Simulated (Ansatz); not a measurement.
# CHGeSi (sextet): wave-function methods side by side, cc-pVDZ

An exercise on one series of results from a longer session: the logs are not shown, and one member is left open.

Method: cc-pVDZ, core rule «outside noble gas», up to 20 orbitals frozen; program: Ansatz 0.2.0, Gaussian basis.

To be run: UHF; CCSD(T) on ROHF; CCSD(T) on UHF; BCCD(T) on ROHF; CISD; CCSDT(Q) on ROHF; CCSDT(Q) on UHF; CASSCF and MRCISD+Q, 13 electrons in 11 orbitals; CASSCF and NEVPT2, 13 electrons in 11 orbitals.

25 further runs of the same task are left out: 11 that didn't finish, 14 set aside as unsound or not needed.

**The system**

The geometry is a PBE0/def2-TZVP stationary point (not a proven minimum) of the parent state, kept for this charge and spin. No spin-orbit coupling is included. The filled d shell of Ge may be among the frozen orbitals whatever the setting's name suggests; the logs give the count.

4 atoms, charge 0, spin multiplicity 6.

Atoms are counted from 1 here; the program's logs count them from 0.

Bond lengths: C1–Ge2 2.088 Å, C1–Si3 1.744 Å, C1–H4 1.081 Å, Ge2–Si3 2.391 Å. Angles: Ge2–C1–Si3 76.6°, Ge2–C1–H4 130.3°, Si3–C1–H4 153.1°, C1–Ge2–Si3 45.2°, C1–Si3–Ge2 58.2°.

Geometry (Å):

```xyz
4

C     0.00000   -1.16724   -0.91873
Ge    0.00000    0.05160    0.77710
Si    0.00000    0.44630   -1.58092
H     0.00000   -2.24526   -1.00522
```

The first run:

File in.yaml:

```yaml
crystal:
  periodic: [false, false, false]
  atoms:
    - {symbol: C, position_ang: [0.000000, -1.167235, -0.918730]}
    - {symbol: Ge, position_ang: [0.000000, 0.051595, 0.777104]}
    - {symbol: Si, position_ang: [0.000000, 0.446300, -1.580923]}
    - {symbol: H, position_ang: [0.000000, -2.245258, -1.005219]}
basis:
  gaussian: {orbitals: cc-pVDZ}
magnetization: {spin_polarized: true, initial_magnetization: 5}
hamiltonian: {xc: hf}
output: {orbitals: {seedname: orbitals}}
```

The run is started by

```
> ansatz run in.yaml --threads 1 --pin off --events-out ev --progress --plain --max-ram 2393MiB
```

Among the steps run: UHF; CCSD(T) on ROHF; CCSD(T) on UHF; BCCD(T) on ROHF; CISD; CCSDT(Q) on ROHF; CCSDT(Q) on UHF; CASSCF and MRCISD+Q, 13 electrons in 11 orbitals; CASSCF and NEVPT2, 13 electrons in 11 orbitals.

One of the session's tables, all rows but one given; the rest of the session is left out.

| method | from UCCSDT(Q) (meV) |
| --- | --- |
| ROHF | +7721.8 |
| UHF | +7396.5 |
| RMP2 | ? |
| UMP2 | +1470.4 |
| CISD | +997.0 |
| RCCSD | +383.8 |
| UCCSD | +366.1 |
| RCCSD(T) | +80.3 |
| UCCSD(T) | +72.8 |
| BCCD(T) | +79.2 |
| RCCSDT | +38.1 |
| UCCSDT | +25.9 |
| RCCSDT(Q) | +12.0 |
| UCCSDT(Q) | 0 |
| CASSCF frontier | +6397.5 |
| NEVPT2 frontier | +1513.1 |
| MRCISD frontier | +759.9 |
| MRCISD+Q frontier | +112.9 |

Q: Estimate the row for RMP2 from the others.

As computed: from UCCSDT(Q) (meV): +1335.6. In the column «from UCCSDT(Q) (meV)» it lies between CISD (+997.0) and UMP2 (+1470.4).

Among the levels timed on like hardware and quicker than the yardstick, those that no quicker one beats, quickest first: BCCD(T) (8 s, +79.2 meV); UCCSD(T) (8.5 s, +72.8 meV).

Limits of these values: Of the multireference levels listed MRCISD+Q frontier comes nearest in total energy (+112.9 meV), which doesn't show that its space is the better one. Restricted and unrestricted rows rest on different reference determinants; where their highest levels disagree by more than a few hundredths of an eV, they describe different states and don't form one ladder.
